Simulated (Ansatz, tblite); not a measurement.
# C₂₄H₁₄O₆S₂: a ladder of methods and basis sets

The task here is to estimate one member of a computed series from the others.

Computed with Ansatz 0.2.0, Gaussian basis. Level: as each input shows.

Plan: GFN1-xTB, GFN2-xTB, PBE-D4/def2-TZVP, r2SCAN-D4/def2-TZVP, PBE-D4/def2-SVP, PBE0-D4/def2-SVP.

1 further run of the same task is left out (set aside as unsound or not needed). Runs told in other sessions of the task aren't counted.

### The structure

The singlet was relaxed beforehand with PBE-D4/def2-SVP.

SMILES `Sc1ccc(-c2ccc(-c3ccc(-c4ccc(-c5ccc(-c6ccc(S)o6)o5)o4)o3)o2)o1`, 46 atoms, charge 0, spin multiplicity 1.

Bond lengths: S1–C2 1.758 Å, S1–H33 1.362 Å, C2–C3 1.383 Å, C2–O32 1.362 Å, C3–C4 1.428 Å, C3–H34 1.095 Å, C4–C5 1.387 Å, C4–H35 1.095 Å, C5–C6 1.435 Å, C5–O32 1.379 Å, C6–C7 1.391 Å, C6–O31 1.370 Å, C7–C8 1.421 Å, C7–H36 1.095 Å, C8–C9 1.390 Å, C8–H37 1.094 Å, C9–C10 1.431 Å, C9–O31 1.371 Å and more. Angles: C2–S1–H33 94.0°, S1–C2–C3 131.3°, S1–C2–O32 118.0°, C3–C2–O32 110.7°, C2–C3–C4 105.9°, C2–C3–H34 126.6°, C4–C3–H34 127.6°, C3–C4–C5 106.8°, C3–C4–H35 127.1°, C5–C4–H35 126.1°, C4–C5–C6 133.1°, C4–C5–O32 109.4°, C6–C5–O32 117.5°, C5–C6–C7 132.5°, C5–C6–O31 117.8°, C7–C6–O31 109.8°, C6–C7–C8 106.5°, C6–C7–H36 126.1° and more.

PBE0-D4/def2-TZVP was run before; its log isn't repeated, and its numbers join the tables.

The first run:

Tight binding, by tblite at 300 K electronic temperature and without a spin-polarisation term:

```python
tblite.interface.Calculator('GFN1-xTB', numbers, positions, charge=0, uhf=0).singlepoint()
```

Tight binding, by tblite at 300 K electronic temperature and without a spin-polarisation term:

```python
tblite.interface.Calculator('GFN2-xTB', numbers, positions, charge=0, uhf=0).singlepoint()
```

start.molden holds the orbitals of an earlier run on this state, given as this run's starting guess.

Input file in.yaml:

```yaml
crystal:
  periodic: [false, false, false]
  atoms:
    - {symbol: S, position_ang: [-9.938926, -0.803094, -1.465783]}
    - {symbol: C, position_ang: [-9.197401, -0.362776, 0.065764]}
    - {symbol: C, position_ang: [-9.753990, -0.056607, 1.294353]}
    - {symbol: C, position_ang: [-8.654481, 0.220839, 2.162815]}
    - {symbol: C, position_ang: [-7.500146, 0.067078, 1.410124]}
    - {symbol: C, position_ang: [-6.104484, 0.205962, 1.714851]}
    - {symbol: C, position_ang: [-5.426912, 0.544681, 2.881829]}
    - {symbol: C, position_ang: [-4.041190, 0.518511, 2.566643]}
    - {symbol: C, position_ang: [-3.950805, 0.164646, 1.225438]}
    - {symbol: C, position_ang: [-2.845564, -0.026471, 0.337237]}
    - {symbol: C, position_ang: [-2.758470, -0.380501, -1.004531]}
    - {symbol: C, position_ang: [-1.373480, -0.408372, -1.323517]}
    - {symbol: C, position_ang: [-0.694298, -0.069904, -0.158355]}
    - {symbol: C, position_ang: [0.693992, 0.071134, 0.156388]}
    - {symbol: C, position_ang: [1.372982, 0.409846, 1.321591]}
    - {symbol: C, position_ang: [2.758019, 0.381921, 1.002840]}
    - {symbol: C, position_ang: [2.845335, 0.027329, -0.338769]}
    - {symbol: C, position_ang: [3.950879, -0.164372, -1.226467]}
    - {symbol: C, position_ang: [4.041928, -0.519054, -2.567414]}
    - {symbol: C, position_ang: [5.427852, -0.545655, -2.881844]}
    - {symbol: C, position_ang: [6.104829, -0.206303, -1.714694]}
    - {symbol: C, position_ang: [7.500347, -0.067558, -1.409233]}
    - {symbol: C, position_ang: [8.655110, -0.222797, -2.160970]}
    - {symbol: C, position_ang: [9.754180, 0.054907, -1.291997]}
    - {symbol: C, position_ang: [9.196882, 0.363203, -0.064254]}
    - {symbol: S, position_ang: [9.937467, 0.805836, 1.467112]}
    - {symbol: O, position_ang: [7.838159, 0.292964, -0.121262]}
    - {symbol: O, position_ang: [5.205456, 0.025187, -0.708005]}
    - {symbol: O, position_ang: [1.589698, -0.162126, -0.855389]}
    - {symbol: O, position_ang: [-1.589840, 0.163037, 0.853634]}
    - {symbol: O, position_ang: [-5.205601, -0.025012, 0.707582]}
    - {symbol: O, position_ang: [-7.838679, -0.291798, 0.121876]}
    - {symbol: H, position_ang: [-8.748308, -0.930092, -2.114132]}
    - {symbol: H, position_ang: [-10.820509, -0.034721, 1.539967]}
    - {symbol: H, position_ang: [-8.702881, 0.501846, 3.220172]}
    - {symbol: H, position_ang: [-5.884927, 0.782705, 3.847485]}
    - {symbol: H, position_ang: [-3.196965, 0.730318, 3.230157]}
    - {symbol: H, position_ang: [-3.606183, -0.591200, -1.664024]}
    - {symbol: H, position_ang: [-0.909529, -0.645712, -2.286020]}
    - {symbol: H, position_ang: [0.908853, 0.647510, 2.283929]}
    - {symbol: H, position_ang: [3.605614, 0.592831, 1.662416]}
    - {symbol: H, position_ang: [3.198027, -0.731120, -3.231261]}
    - {symbol: H, position_ang: [5.886305, -0.784306, -3.847143]}
    - {symbol: H, position_ang: [8.704124, -0.505330, -3.217895]}
    - {symbol: H, position_ang: [10.820880, 0.031895, -1.536727]}
    - {symbol: H, position_ang: [8.746633, 0.930705, 2.115472]}
basis:
  gaussian: {orbitals: def2-TZVP, fitting: {mean_field: def2-universal-jkfit}, initial_orbitals: start.molden}
hamiltonian: {xc: pbe, dispersion: d4}
scf: {omitted_lower_state_checks: [starts]}
output: {forces: true, orbitals: {seedname: orbitals}}
```

Run with:

```bash
$ ansatz run in.yaml --threads 2 --pin off --events-out ev --progress --plain --max-ram 20480MiB --backend cuda --devices 0, --max-vram 18GiB
```

Steps of the session up to this table: PBE-D4/def2-TZVP; r2SCAN-D4/def2-TZVP; PBE-D4/def2-SVP; PBE0-D4/def2-SVP.

One of the session's tables, all rows but one given; the rest of the session is left out.

It belongs to the step «Binding energy». 

| level | binding an atom (eV) |
| --- | --- |
| PBE-D4/def2-SVP | 5.579 |
| PBE-D4/def2-TZVP | 5.476 |
| r2SCAN-D4/def2-TZVP | 5.259 |
| PBE0-D4/def2-SVP | ? |
| PBE0-D4/def2-TZVP | 5.304 |

Q: Estimate the row for PBE0-D4/def2-SVP from the others.

As computed: binding an atom (eV): 5.401. In the column «binding an atom (eV)» it lies between PBE0-D4/def2-TZVP (5.304) and PBE-D4/def2-TZVP (5.476).

Limits of these values: Free atoms were run apart at each level; binding is atoms less cluster, divided by the number of atoms, without zero-point or spin-orbit terms.
